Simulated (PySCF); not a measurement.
**[Gd(H2CO)]2+: other functionals and bases at one geometry**

One table from this session's results is given with a row withheld; the runs are named, their logs left out.

Method: several levels, as the steps say, no spin–orbit coupling; program: PySCF 2.14.0.

1 further run of the same task is left out (for a known fault of the program).

## Starting geometry

5 atoms, charge 2, spin multiplicity 1.

Bond lengths: Gd1–O2 2.332 Å, O2–C3 1.230 Å, C3–H4 1.108 Å, C3–H5 1.108 Å. Angles: Gd1–O2–C3 180.0°, O2–C3–H4 120.5°, O2–C3–H5 120.5°, H4–C3–H5 119.0°.

As a file:

```
Gd    0.00000    0.00000   -0.27617
O     0.00000    0.00000    2.05582
C     0.00000    0.00000    3.28577
H     0.95442    0.00000    3.84834
H    -0.95442    0.00000    3.84834
```

Formal oxidation states: Gd +2. Each metal's 8 4f electrons lie in its core potential, so multiplicities, spins and levels count the valence alone. For divalent La, Ce, Gd or Lu the extra electron is normally 5d or 6s, so this core forces an excited configuration. An earlier session relaxed this geometry at PBE0, Gd lcecp-0-SVP with ECP54, O def2-SVP, C def2-SVP, H def2-SVP (singlet, point group C2v).

At PBE0 on the finer grid: E = -143.621421 Eh, frontier levels not given, since the 4f levels lie in the core, Mulliken charge on Gd1 +1.75 e, largest force component 0.006 eV/Å. 

Levels to run: revPBE; CAM-B3LYP; PBE0, TZVP. Hardware: 2 threads of Arm Neoverse V2, shared host.

Set-up of the first run:

Contents of run.py (the lines that set the calculation):

```python
mol = gto.M(atom='''
Gd     0.00000     0.00000    -0.27617
O      0.00000     0.00000     2.05582
C      0.00000     0.00000     3.28577
H      0.95442     0.00000     3.84834
H     -0.95442     0.00000     3.84834''',
    basis={'Gd': 'lcecp-0-SVP', 'O': 'def2-SVP', 'C': 'def2-SVP', 'H': 'def2-SVP'},
    ecp={'Gd': 'lcecp-0-SVP'},
    charge=2, spin=0)
mf = dft.RKS(mol, xc='PBE_R,PBE')
mf.grids.atom_grid = (75, 302)  # f atoms: unpruned, at least (60, 302)
mf = mf.density_fit()  # fitting sets: Gd AutoAux, O def2-universal-JKFIT, C def2-universal-JKFIT, H def2-universal-JKFIT
mf.conv_tol = 1e-08; mf.max_cycle = 55
mf.kernel(dm0)  # dm0: the density of the relaxed state
```

Launch:

```sh
> OMP_NUM_THREADS=2 python run.py
```

Steps of the session up to this table: revPBE; CAM-B3LYP; PBE0, TZVP.

One table of the session follows, with a row left open; its other results are not shown here.

| level | charge on Gd1 (e) | largest force component (eV/Å) |
| --- | --- | --- |
| PBE0 (relaxed here) | 1.75 | 0.01 |
| revPBE | ? | ? |
| CAM-B3LYP | 1.74 | 0.07 |
| PBE0, TZVP | 1.83 | 0.28 |

Q: Estimate the row for revPBE from the others.

**Answer.** charge on Gd1 (e): 1.71; largest force component (eV/Å): 1.02. In the column «charge on Gd1 (e)» it is the lowest.

The largest leftover force, 1.02 eV/Å with revPBE, stands at a geometry relaxed at another level. With 4f in the core, its levels are missing from HOMO and gap, and its count is fixed, so no charge can pass from the ligands into it. Total energies of different levels can't be compared.
